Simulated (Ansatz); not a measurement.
# CaO (Fm-3m): band structure from a Python script

A script is to give a band structure; the system is CaO (Fm-3m).

All numbers are computed with Ansatz 0.2.0, driven from Python. Level of theory: DFT PBE, plane waves, PAW.

## (1) Starting point

The structure is cubic, space group Fm-3m (No. 225). Conventional cell: a = 4.813 Å, b = 4.813 Å, c = 4.813 Å, α = 90.00°, β = 90.00°, γ = 90.00°. Ca (site symmetry m-3m) is surrounded by 6 O at 2.41 Å. O (site symmetry m-3m) has 6 Ca at 2.41 Å in its first shell of neighbours.

The script holds or builds the structure itself.

## (2) The code

The input, cao_bands.py:

```python
"""Band structure of CaO."""

import warnings

import ansatz as az
import numpy as np


def main() -> None:
    warnings.simplefilter("ignore", az.DeckWarning)

    vectors = np.array([
        [0.0, 2.4065, 2.4065],
        [2.4065, 0.0, 2.4065],
        [2.4065, 2.4065, 0.0],
    ])
    xtal = (
        az.Lattice.of(vectors)
        .atom("Ca", (0.0, 0.0, 0.0))
        .atom("O", (0.5, 0.5, 0.5))
    )

    # high-symmetry points in fractions of the reciprocal vectors
    path = [
        ("K", (0.375, 0.375, 0.75)),
        ("G", (0.0, 0.0, 0.0)),
        ("L", (0.5, 0.5, 0.5)),
        ("W", (0.5, 0.25, 0.75)),
        ("X", (0.5, 0.0, 0.5)),
    ]
    calculation = xtal.calculation()
    calculation = calculation.pseudopotentials("paw").basis(450)
    calculation = calculation.kpoints(8, 8, 8)
    calculation = calculation.occupations("fixed")
    calculation = calculation.functional("PBE")
    calculation = calculation.band_structure([point for _, point in path], intervals=10)
    calculation = calculation.scf(extra_bands=8)
    with warnings.catch_warnings(record=True) as caught:
        warnings.simplefilter("always")
        outcome = calculation.run()
    print("warnings raised:", sorted(w.category.__name__ for w in caught) or "none")
    report = outcome.report

    print(f"free energy      {report['free_energy_ev']:.5f} eV")
    print(f"per atom         {report['free_energy_ev'] / len(outcome.lattice.sites):.5f} eV")
    print(f"SCF iterations   {report['n_iterations']}  (converged: {report['converged']})")

    bands = outcome.band_structure()
    fermi = bands.fermi_energy_ev
    print(f"zero of the bands: {fermi:.3f} eV, the Fermi level found on the SCF mesh")
    for spin, channel in enumerate(bands.channels):
        print("channel", spin, "- computed levels within 6 eV of the Fermi level")
        for i, (label, _) in enumerate(path):
            levels = channel.eigenvalues_ev[i * 10] - fermi
            print(f"  {label:3s}", " ".join(f"{e:7.3f}" for e in levels if abs(e) < 6))


if __name__ == "__main__":
    main()
```

## (3) The calls as engine input

The engine receives this input:

```yaml
crystal:
  lattice:
    - [0.0, 2.4065, 2.4065]
    - [2.4065, 0.0, 2.4065]
    - [2.4065, 2.4065, 0.0]
  atoms:
    - { symbol: Ca, position: [0.0, 0.0, 0.0] }
    - { symbol: O, position: [0.5, 0.5, 0.5] }
basis:
  ecutwfc: 450.0
kpoints:
  mp_grid:
    grid: [8, 8, 8]
  band_path:
    path:
      - [0.375, 0.375, 0.75]
      - [0.0, 0.0, 0.0]
      - [0.5, 0.5, 0.5]
      - [0.5, 0.25, 0.75]
      - [0.5, 0.0, 0.5]
    npoints: 10
hamiltonian:
  xc: pbe
  pseudopotentials:
    kind: paw
scf:
  n_extra_bands: 8
  occupations:
    method: fixed
```

## (4) Running it

Run with:

```console
python cao_bands.py
```

**Question.** What results will this script give? Wanted: free energy; gap on the path; valence top / conduction bottom.

**Answer**, as computed:

```
                       quantity                               value
                    free energy  -2387.7259 eV (-1193.8629 eV/atom)
                gap on the path                   3.66 eV, indirect
valence top / conduction bottom                         at Γ / at X
```

The path gives a gap of 3.66 eV, indirect (valence top at Γ, conduction bottom at X); points off the path could narrow it. Gaps at this rung are as a rule too small against experiment. Notes:
- The Fermi level of a run with fixed occupations marks the highest occupied state on its mesh, not mid-gap.
- Levels are Kohn-Sham eigenvalues on this mesh.
